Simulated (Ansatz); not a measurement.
**LiAs (triplet): B2PLYP, RPA-PBE over a scan of the distance As1–Li2, cc-pVDZ**

Aim: run LiAs (triplet) with these functionals over a scan of the distance As1–Li2, and hold them against the top wave-function level at the same points.

Program: Ansatz 0.2.0, Gaussian basis. Level of theory: cc-pVDZ, all electrons in the functionals, frozen cores in the correlation of double hybrids and RPA. These are calculated values, not measurements.

Plan: B2PLYP, RPA-PBE, at 1.937 Å; 2.211 Å; 2.416 Å; 2.673 Å; 2.884 Å; 3.394 Å; 3.940 Å; 4.571 Å; 5.285 Å; 6.403 Å; 8.159 Å.

70 further runs of the same task are left out: 47 for a known fault of the program, 1 for a mislabelled method, 18 that didn't finish, 4 set aside as unsound or not needed.

### 1 What is computed

The geometry derives from a PBE0/def2-TZVP stationary point (not a proven minimum). One bond is set to the value named and the two fragments are kept rigid. No spin-orbit coupling is included. The filled d shell of As may be among the frozen orbitals whatever the setting's name suggests; the logs give the count.

2 atoms, charge 0, spin multiplicity 3.

Atoms are counted from 1 here; the program's logs count them from 0.

Bond lengths: As1–Li2 2.416 Å.

Coordinates:

```
As    0.00000    0.00000    0.00000
Li    0.00000    0.00000    2.41590
```

No dispersion term is added.

The geometry shown and the zero of energy belong to the point 2.416 Å. The yardstick, FCI, and other wave-function levels (R restricted, U unrestricted, valence and pair active spaces) come from earlier runs.

### 2 B2PLYP, 1.937 Å

The input, in.yaml:

```yaml
crystal:
  periodic: [false, false, false]
  atoms:
    - {symbol: As, position_ang: [0.000000, 0.000000, 0.000000]}
    - {symbol: Li, position_ang: [0.000000, 0.000000, 1.937000]}
basis:
  gaussian: {orbitals: cc-pVDZ}
magnetization: {spin_polarized: true, initial_magnetization: 2}
hamiltonian: {xc: {name: B2PLYP}}
correlation: {electrons: outside_noble_gas}
```

Launch:

```sh
> ansatz run in.yaml --threads 1 --pin off --events-out ev --progress --plain --max-ram 2393MiB
```

The runs that follow: B2PLYP, 2.211 Å; B2PLYP, 2.416 Å; B2PLYP, 2.673 Å; B2PLYP, 2.884 Å; B2PLYP, 3.394 Å; B2PLYP, 3.940 Å; B2PLYP, 4.571 Å; B2PLYP, 5.285 Å; B2PLYP, 6.403 Å; B2PLYP, 8.159 Å; RPA-PBE, 1.937 Å; RPA-PBE, 2.211 Å; RPA-PBE, 2.416 Å; RPA-PBE, 2.673 Å; RPA-PBE, 2.884 Å; RPA-PBE, 3.394 Å; RPA-PBE, 3.940 Å; RPA-PBE, 4.571 Å; RPA-PBE, 5.285 Å; RPA-PBE, 6.403 Å; RPA-PBE, 8.159 Å.

Before running them: what should the planned runs give, taken together? Wanted: span of the FCI curve; largest miss, B2PLYP; largest miss, RPA-PBE.

**Answer**, as computed:

| quantity | value |
| --- | --- |
| span of the FCI curve | 1.226 eV |
| largest miss, B2PLYP | +0.332 eV (6.403 Å) |
| largest miss, RPA-PBE | -0.089 eV (8.159 Å) |

What this shows: Of the functionals, RPA-PBE keep the smallest largest miss at the points compared (at most 0.089 eV) and B2PLYP strays most (0.332 eV, at 6.403 Å). B2PLYP, RPA-PBE clearly break the spin symmetry at some points (⟨S²⟩ up to 1.00 above the pure value), so energy there is bought with a mixed spin. Functionals and the yardstick converge differently with the basis, so part of each miss in cc-pVDZ is the basis.
